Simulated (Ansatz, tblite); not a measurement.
# [AuF4]-: charged states by level of theory

An exercise on one series of results from a longer session: the logs are not shown, and one member is left open.

The runs use Ansatz 0.2.0, Gaussian basis; as each input shows.

Plan: charge 0 doublet, at the geometry of the singlet (PBE0-D4/def2-TZVPD, PBE-D4/def2-TZVPD, r2SCAN-D4/def2-TZVPD, r2SCANh-D4/def2-TZVPD, HSE06-D4/def2-TZVPD, revPBE-D4/def2-TZVPD, B2PLYP/def2-TZVPD, LC-ωPBE/def2-TZVPD, CCSD(T)/def2-SVPD); charge 0 doublet, relaxed (PBE0-D4/def2-TZVPD, PBE-D4/def2-TZVPD); the starting singlet's energies come from earlier runs.

### The structure

The geometry is that of the singlet, from an earlier relaxation (PBE0-D4/def2-SVPD).

5 atoms, charge -1, spin multiplicity 1.

Atoms are counted from 1 here; the program's logs count them from 0.

Bond lengths: Au1–F2 1.933 Å, Au1–F3 1.933 Å, Au1–F4 1.933 Å, Au1–F5 1.933 Å. Angles: F2–Au1–F3 90.0°, F2–Au1–F4 180.0°, F2–Au1–F5 90.0°, F3–Au1–F4 90.0°, F3–Au1–F5 180.0°, F4–Au1–F5 90.0°.

Formally the metal is d8. Au takes a core potential in the def2 sets. No spin-orbit coupling is included. The ion is computed in the gas phase, without counter-ions or solvent.

The first run:

File in.yaml:

```yaml
crystal:
  periodic: [false, false, false]
  atoms:
    - {symbol: Au, position_ang: [-0.000002, -0.000003, -0.000030]}
    - {symbol: F, position_ang: [1.933276, -0.027055, 0.004808]}
    - {symbol: F, position_ang: [0.027037, 1.933264, 0.008255]}
    - {symbol: F, position_ang: [-1.933280, 0.027054, -0.004792]}
    - {symbol: F, position_ang: [-0.027031, -1.933269, -0.008242]}
basis:
  gaussian: {orbitals: def2-SVP}
magnetization: {spin_polarized: true, initial_magnetization: 1}
hamiltonian: {xc: pbe0, dispersion: d4}
output: {orbitals: {seedname: orbitals}}
```

Launch:

```sh
ansatz run in.yaml --threads 2 --pin off --events-out ev --progress --plain --max-ram 4352MiB
```

Steps of the session up to this table: Charge 0 doublet at the fixed geometry, first pass, PBE0-D4/def2-SVP; Charge 0 doublet at the fixed geometry, PBE0-D4/def2-TZVPD; Charge 0 doublet at the fixed geometry, PBE-D4/def2-TZVPD; Charge 0 doublet at the fixed geometry, r2SCAN-D4/def2-TZVPD; Charge 0 doublet at the fixed geometry, r2SCANh-D4/def2-TZVPD; Charge 0 doublet at the fixed geometry, HSE06-D4/def2-TZVPD; Charge 0 doublet at the fixed geometry, revPBE-D4/def2-TZVPD; Charge 0 doublet at the fixed geometry, B2PLYP/def2-TZVPD; Charge 0 doublet at the fixed geometry, LC-ωPBE/def2-TZVPD; Charge 0 doublet at the fixed geometry, CCSD(T)/def2-SVPD.

One of the session's tables, all rows but one given; the rest of the session is left out.

It belongs to the step «Vertical ionisation energy». Beside −ε(HOMO) of the starting state:

```
                level  −ε(HOMO) (eV)  by difference (eV)  mismatch (eV)
    PBE-D4/def2-TZVPD           2.19                5.63          -3.44
 revPBE-D4/def2-TZVPD           2.10                5.55          -3.46
 r2SCAN-D4/def2-TZVPD              ?                   ?              ?
r2SCANh-D4/def2-TZVPD           3.35                6.28          -2.93
   PBE0-D4/def2-TZVPD           4.19                6.55          -2.35
  HSE06-D4/def2-TZVPD           3.78                6.52          -2.74
   LC-ωPBE/def2-TZVPD           7.10                7.04          +0.06
```

Estimate the missing values for r2SCAN-D4/def2-TZVPD.

As computed: −ε(HOMO) (eV): 2.58; by difference (eV): 5.94; mismatch (eV): -3.36. In the column «−ε(HOMO) (eV)» it lies between PBE-D4/def2-TZVPD (2.19) and r2SCANh-D4/def2-TZVPD (3.35).
